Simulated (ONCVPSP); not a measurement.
# An ONCV potential for Ne, from input to tests

Do these settings give a usable potential? It is generated, then checked for transferability, scattering, ghosts and hardness.

Program: ONCVPSP 4.0.1. Reference atom: PW91, scalar-relativistic, spherical and spin-unpolarised. All values are calculated.

### 1 Starting point

The settings as typed:

| Item | Value |
| --- | --- |
| element | neon (Ne, Z = 10) |
| type | optimised norm-conserving Vanderbilt (ONCV) |
| frozen core | [He] |
| valence charge | 8 |
| reference configuration | 2s2 2p6 |
| partial waves | 2s: rc 0.70 bohr, ncon 4, nbas 7, qcut 11.2 1/bohr, 2 projectors, debl 0.5 Ha; 2p: rc 1.15 bohr, ncon 4, nbas 9, qcut 9.4 1/bohr, 2 projectors, debl 1.6 Ha; d scattering state at 0.04 Ha: rc 0.95 bohr, ncon 4, nbas 7, qcut 11.2 1/bohr, 2 projectors, debl 2.1 Ha |
| local potential | polynomial inside 0.60 bohr (lpopt 5, dvloc0 3 Ha) |
| core correction | not asked for |

An earlier all-electron run gives the scale for the radii.

All-electron outer shells of the reference configuration (PW91, scalar-relativistic, ld1.x):

| shell | level (eV) | outermost node (bohr) | outermost maximum (bohr) |
| --- | --- | --- | --- |
| 1s | -831.31 | – | 0.10 |
| 2s | -36.45 | 0.22 | 0.68 |
| 2p | -13.44 | – | 0.62 |

### 2 Generation

Ne.dat

```
# ATOM AND REFERENCE CONFIGURATION
# atsym  z   nc   nv     iexc    psfile
  Ne 10.00    1    2  -109134      upf
#
#   n    l    f
    1    0    2.00
    2    0    2.00
    2    1    6.00
#
# PSEUDOPOTENTIAL AND OPTIMIZATION
# lmax
    2
#
#   l,   rc,      ep,       ncon, nbas, qcut
    0    0.70    0.00    4    7   11.20
    1    1.15    0.00    4    9    9.40
    2    0.95    0.04    4    7   11.20
#
# LOCAL POTENTIAL
# lloc, lpopt,  rc(5),   dvloc0
    4    5    0.60    3.00
#
# VANDERBILT-KLEINMAN-BYLANDER PROJECTORs
# l, nproj, debl
    0    2    0.50
    1    2    1.60
    2    2    2.10
#
# MODEL CORE CHARGE
# icmod, fcfact, rcfact
    0    0.00    0.00
#
# LOG DERIVATIVE ANALYSIS
# epsh1, epsh2, depsh
   -3.00    5.00    0.02
#
# OUTPUT GRID
# rlmax, drl
    6.00    0.01
#
# TEST CONFIGURATIONS
# ncnf
    4
# nvcnf
#   n    l    f
    2
    2    0    2.00
    2    1    5.00
#
    2
    2    0    2.00
    2    1    4.00
#
    2
    2    0    2.00
    2    1    3.00
#
    2
    2    0    2.00
    2    1    5.50
#
```

Command:

```
$ oncvpsp.x < Ne.dat > Ne.out
```

**Question.** What will these runs give? Wanted: cutoffs for 1 and 0.1 mHa per electron, occupied waves; bound ghosts; GHOST(+) flags; largest test error; largest phase difference near zero energy, channels read; projector energies reset by the program.

The runs gave:

| quantity | value |
| --- | --- |
| cutoffs for 1 and 0.1 mHa per electron, occupied waves | 66 Ha and 216 Ha |
| bound ghosts | none found |
| GHOST(+) flags | none at low energy |
| largest test error (AE − PS) | +901 meV, for 2s2 2p3 |
| largest phase difference near zero energy, channels read | 0.000 rad |
| projector energies reset by the program | s: -1.340, 0.250 Ha |

**Reading.** By total energies transferability is poor: the largest error is 901 meV on 133.6 eV, for 2s2 2p3. That test lies far up in energy; among those under 40 eV, nearer to bonding, the largest error is 30 meV. It counts as very hard, with 66 Ha needed at the looser tolerance. The tighter tolerance needs 216 Ha, and converged work needs a cutoff nearer that. At the looser tolerance the 2s wave is the slowest; 2p needs 41 Ha. No bound ghost shows below the valence levels. Near zero energy the phases of the channels with partial waves agree within 0.001 rad. These are tests on the free atom; a crystal test is still owed.
